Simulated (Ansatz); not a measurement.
# Ta: the cost of one run

Method: DFT PBE, scalar-relativistic, plane waves, PAW, in Ansatz 0.2.0.

3 further runs of the same task are left out: 3 set aside as unsound or not needed.

## Step 1: Starting point

The structure is cubic, space group Im-3m (No. 229). The conventional cell has a = 3.319 Å, b = 3.319 Å, c = 3.319 Å, α = 90.00°, β = 90.00°, γ = 90.00°. Ta (site symmetry m-3m) has 8 Ta at 2.87 Å as nearest neighbours.

Coordinates:

```cif
data_structure
_symmetry_space_group_name_H-M 'P 1'
_symmetry_Int_Tables_number 1
_cell_length_a 2.8741
_cell_length_b 2.8741
_cell_length_c 2.8741
_cell_angle_alpha 109.471
_cell_angle_beta 109.471
_cell_angle_gamma 109.471
_cell_volume 18.28
loop_
_atom_site_label
_atom_site_type_symbol
_atom_site_fract_x
_atom_site_fract_y
_atom_site_fract_z
_atom_site_occupancy
Ta1 Ta 0.00000 0.00000 0.00000 1
```

This cell comes from an earlier session at PBE: 18.276 Å³/atom at 0.00 GPa, on a 14×14×14 mesh, no gap.

## Step 2: Electron-phonon coupling, resistivity and closed forms of Tc

The input, input.yaml:

```yaml
crystal:
  lattice:
    - [-1.6593554581, 1.6593554581, 1.6593554581]
    - [1.6593554581, -1.6593554581, 1.6593554581]
    - [1.6593554581, 1.6593554581, -1.6593554581]
  atoms:
    - { symbol: Ta, position: [0.0, 0.0, 0.0] }
basis:
  ecutwfc: 420
  ecutrho_ratio: 4
kpoints:
  mp_grid: { grid: [15, 15, 15] }
hamiltonian:
  xc: pbe
scf:
  occupations: { method: methfessel_paxton, width: 0.2 }
output: {}
phonons:
  supercell: [3, 3, 3]
  qpath:
    path:
      - [[0.0, 0.0, 0.0], [0.5, -0.5, 0.5], [0.0, 0.0, 0.5], [0.0, 0.0, 0.0], [0.25, 0.25, 0.25], [0.5, -0.5, 0.5]]
      - [[0.25, 0.25, 0.25], [0.0, 0.0, 0.5]]
    npoints: 6
  electrical_resistivity: { mesh: [30, 30, 30], temperatures: [50, 100, 200, 300, 500] }
  superconductivity: { mesh: [30, 30, 30], eliashberg_equations: false }
```

Launch:

```
$ ansatz run input.yaml --threads 8 --pin off --max-ram 15360MiB --backend cpu --events-out ev --progress --plain --runs-dir out
```

What time and memory should one allow on 8 threads of Intel Xeon at 2.50GHz (Skylake/Cascade Lake), shared host?

About 5.1 min, with a peak of 6.4 GiB.
